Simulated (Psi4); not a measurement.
**M06-2X/def2-TZVPD (sweep point 3) run of CHCuO (Cu(CO)H)**

What is the vertical ionisation energy of CHCuO (Cu(CO)H) at M06-2X/def2-TZVPD (sweep point 3)? 

The calculation is run with Psi4 1.11.

4 further runs of the same task are left out: 4 set aside as unsound or not needed.

### 1 The system as given

CHCuO has 4 atoms, charge 0, and is taken as a singlet. As SMILES, `[H][Cu]<-[C-]#[O+]`. Geometry: a GFN2-xTB relaxation, a rough one for these elements and not checked as a minimum.

Bond lengths: Cu1–C2 1.786 Å, C2–O3 1.137 Å, Cu1–H4 1.489 Å. Angles: Cu1–C2–O3 177.7°, C2–Cu1–H4 179.0°.

### 2 A single-point energy at M06-2X/def2-TZVPD (sweep point 3)

The input, calc.in:

```
memory 1.6 GB

molecule {
  Cu    -0.014370     0.018700    -0.804770
  C     -0.004560     0.008270     0.981090
  O      0.032210    -0.031180     2.117060
  H     -0.013280     0.004200    -2.293380
  symmetry c1
}

set basis def2-TZVPD
set puream true
set scf_type pk
set dft_radial_points 99
set dft_spherical_points 590
set d_convergence 0.0001
set e_convergence 0.0001

energy("m06-2x")
```

Started as:

```bash
$ psi4 -i calc.in -o calc.out -n 1
```

calc.out, cut to the lines that bear on the results:

```text
[...]
  Running in c1 symmetry.
[...]
  Nuclear repulsion =  128.136591491432398
[...]
  Multiplicity = 1
[...]
  Nalpha       = 22
  Nbeta        = 22
[...]
    Number of basis functions: 134
[...]
   @RKS iter   1: -1751.17483320221345    2.42473e-01   3.15505e-02 DIIS/ADIIS
[...]
   @RKS iter   9: -1754.37522630084709   -5.56010e-05   2.47713e-05 DIIS
[...]
    Orbital Energies [Eh]
    ---------------------
    Doubly Occupied:
       1A   -325.076723     2A    -39.487475     3A    -34.694396
       4A    -34.690339     5A    -34.690337     6A    -19.782840
       7A    -10.719834     8A     -4.552264     9A     -3.034649
      10A     -3.022757    11A     -3.022754    12A     -1.331765
      13A     -0.724795    14A     -0.601983    15A     -0.601772
      16A     -0.597330    17A     -0.421743    18A     -0.421742
      19A     -0.418163    20A     -0.418149    21A     -0.400941
      22A     -0.290749
[...]
  @RKS Final Energy: -1754.37522630084709
   => Energetics <=
    Nuclear Repulsion Energy =            128.1365914914323980
    One-Electron Energy =               -2696.2823904454739932
    Two-Electron Energy =                 852.3675918241789304
    DFT Exchange-Correlation Energy =     -38.5970191709844315
    Empirical Dispersion Energy =           0.0000000000000000
    VV10 Nonlocal Energy =                  0.0000000000000000
    Total Energy =                      -1754.3752263008473165
[...]
 Multipole Moments:
 ------------------------------------------------------------------------------------
     Multipole            Electronic (a.u.)      Nuclear  (a.u.)        Total (a.u.)
 ------------------------------------------------------------------------------------
 L = 1.  Multiply by 2.5417464519 to convert [e a0] to [Debye]
 Dipole X            :         -0.0396018            0.0361593           -0.0034424
 Dipole Y            :          0.0666131           -0.0517268            0.0148862
 Dipole Z            :          0.1858810            1.3128123            1.4986934
 Magnitude           :                                                    1.4987713
[...]
```

It took 38 s on 1 thread of AMD EPYC 7R43 (Zen 3), shared host; peak memory 0.97 GiB.

### 3 The doublet cation at the same level

The input, calc.dat:

```
memory 1600 MB

molecule molecule1 {
  1 2
  Cu    -0.014370     0.018700    -0.804770
  C     -0.004560     0.008270     0.981090
  O      0.032210    -0.031180     2.117060
  H     -0.013280     0.004200    -2.293380
  symmetry c1
}

set basis def2-TZVPD
set reference uks
set puream true
set scf_type pk
set dft_radial_points 99
set dft_spherical_points 590
set d_convergence 0.0001
set e_convergence 0.0001
set maxiter 150

e_tot, wfn = energy('m06-2x', return_wfn=True)
```

Started as:

```bash
$ psi4 -i calc.dat -o calc.out -n 1
```

calc.out, cut to the lines that bear on the results:

```text
[...]
  Running in c1 symmetry.
[...]
  Nuclear repulsion =  128.136591491432398
[...]
  Multiplicity = 2
[...]
  Nalpha       = 22
  Nbeta        = 21
[...]
    Number of basis functions: 134
[...]
   @UKS iter   1: -1751.04413607329025    3.73170e-01   3.09482e-02 DIIS/ADIIS
[...]
   @UKS iter  12: -1754.03760436748826   -1.20176e-05   3.65118e-06 DIIS
[...]
   @S^2 Observed:                7.536523152E-01
[...]
    Orbital Energies [Eh]
    ---------------------
    Alpha Occupied:
       1A   -325.383695     2A    -39.796294     3A    -35.009254
       4A    -34.995280     5A    -34.995279     6A    -19.988941
       7A    -10.924814     8A     -4.865721     9A     -3.362777
      10A     -3.331466    11A     -3.331465    12A     -1.526301
      13A     -0.926394    14A     -0.839433    15A     -0.797795
      16A     -0.797784    17A     -0.733516    18A     -0.733490
      19A     -0.728297    20A     -0.728297    21A     -0.710977
      22A     -0.635333
    Alpha Virtual:
      23A     -0.268653    24A     -0.268638    25A     -0.154915
[...]
  @UKS Final Energy: -1754.03760436748826
   => Energetics <=
    Nuclear Repulsion Energy =            128.1365914914323980
    One-Electron Energy =               -2684.2739881974039236
    Two-Electron Energy =                 840.5602719232703066
    DFT Exchange-Correlation Energy =     -38.4604795847867962
    Empirical Dispersion Energy =           0.0000000000000000
    VV10 Nonlocal Energy =                  0.0000000000000000
    Total Energy =                      -1754.0376043674882567
[...]
 Multipole Moments:
 ------------------------------------------------------------------------------------
     Multipole            Electronic (a.u.)      Nuclear  (a.u.)        Total (a.u.)
 ------------------------------------------------------------------------------------
 L = 1.  Multiply by 2.5417464519 to convert [e a0] to [Debye]
 Dipole X            :         -0.0484526            0.0361593           -0.0122933
 Dipole Y            :          0.0657015           -0.0517268            0.0139747
 Dipole Z            :         -1.7913262            1.3128123           -0.4785139
 Magnitude           :                                                    0.4788757
[...]
```

Wall time 77 s (1 thread of AMD EPYC 7R43 (Zen 3), shared host); peak memory 0.98 GiB.

### 4 Results

At M06-2X/def2-TZVPD (sweep point 3):

| quantity | value |
| --- | --- |
| singlet CHCuO: total energy | -1754.37523 Eh |
| singlet CHCuO: dipole moment | 3.81 D |
| singlet CHCuO: HOMO energy | -7.91 eV |
| singlet CHCuO: LUMO energy | -1.52 eV |
| singlet CHCuO: HOMO–LUMO gap | 6.39 eV |
| doublet cation: total energy | -1754.03760 Eh |
| doublet cation: HOMO energy (highest over α and β) | -17.29 eV |
| doublet cation: LUMO energy (lowest over α and β) | -10.57 eV |
| doublet cation: ⟨S²⟩ | 0.754 |
| vertical ionisation energy (to the doublet cation) | 9.187 eV |

The vertical ionisation energy comes to 9.19 eV (886 kJ/mol). −ε(HOMO) before ionisation, 7.91 eV, is 1.28 eV below this ionisation energy.
